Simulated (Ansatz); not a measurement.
Write a Python script for the Ansatz DFT code, driven from Python that makes a polarisability from point charges of Br2H4Si2, SMILES [SiH3][SiH](Br)Br. Use (for the species named): PBE, def2-SVP basis, multiplicity 1.

`br2h4si2.xyz`
```text
8

Si   -0.33140    1.10210    0.07290
Si    0.18850   -1.08330    0.00990
Br    2.05230   -1.42550    1.10090
Br    0.54100   -1.75980   -2.08320
H    -0.57200    1.60750    1.44380
H     0.67320    2.00970   -0.56480
H    -1.62750    1.38760   -0.66730
H    -0.83200   -1.89550    0.63200
```

`run_field.py`:
```python
'''Response of Br2H4Si2 to a pair of distant point charges.'''

import ansatz as az
import numpy as np

geometry = az.Crystal.molecule_from_extxyz('br2h4si2.xyz')

job = (
    geometry.calculation()
    .basis(gaussian='def2-SVP')
    .functional('PBE')
    .forces()
)
# charges +q and -q at -R and +R make a nearly even field 2 k q / R^2 at the centre
centre = np.mean([site.position_ang for site in geometry.cartesian_sites], axis=0)
field = 2 * 14.399645 * 3.0 / 25.0 ** 2


def dipole(axis, sign):
    arm = 25.0 * np.eye(3)[axis]
    pair = [{'charge': sign * 3.0, 'position_ang': (centre - arm).tolist()}, {'charge': -sign * 3.0, 'position_ang': (centre + arm).tolist()}]
    deck = job.input().set(az.key.basis.gaussian.point_charges, pair)
    return np.array(az.Session.from_dict(deck).plan().execute().report['charge_distribution']['dipole_moment_e_ang'])


print(f'field {field:.4f} V/A')
alpha = np.array([(dipole(axis, 1) - dipole(axis, -1)) / (2 * field) * 14.399645 for axis in range(3)])
print('polarisability tensor (A^3)')
print(np.array2string(alpha, precision=3, suppress_small=True))
print(f'mean {np.trace(alpha) / 3:.3f} A^3 = {np.trace(alpha) / 3 / 0.14818471:.2f} bohr^3')
```

```console
$ python run_field.py
field 0.1382 V/A
polarisability tensor (A^3)
[[11.665 -1.635  0.991]
 [-1.603 12.497  0.909]
 [ 0.936  0.941 12.949]]
mean 12.370 A^3 = 83.48 bohr^3
```

Caveats:
- The geometry is a force-field or estimated start, not a minimum of this method, and the basis set is short of its limit. The field of two point charges is only nearly even.
- Without diffuse functions polarisabilities are unreliable, as a rule too low, and they change with the bond lengths of this unrelaxed start.
- Timing: 26 s on 1 thread of Arm Neoverse V2, with other jobs on the host, peak memory 0.24 GiB.

(Lines on the test bed's own set-up are left out of the output.)
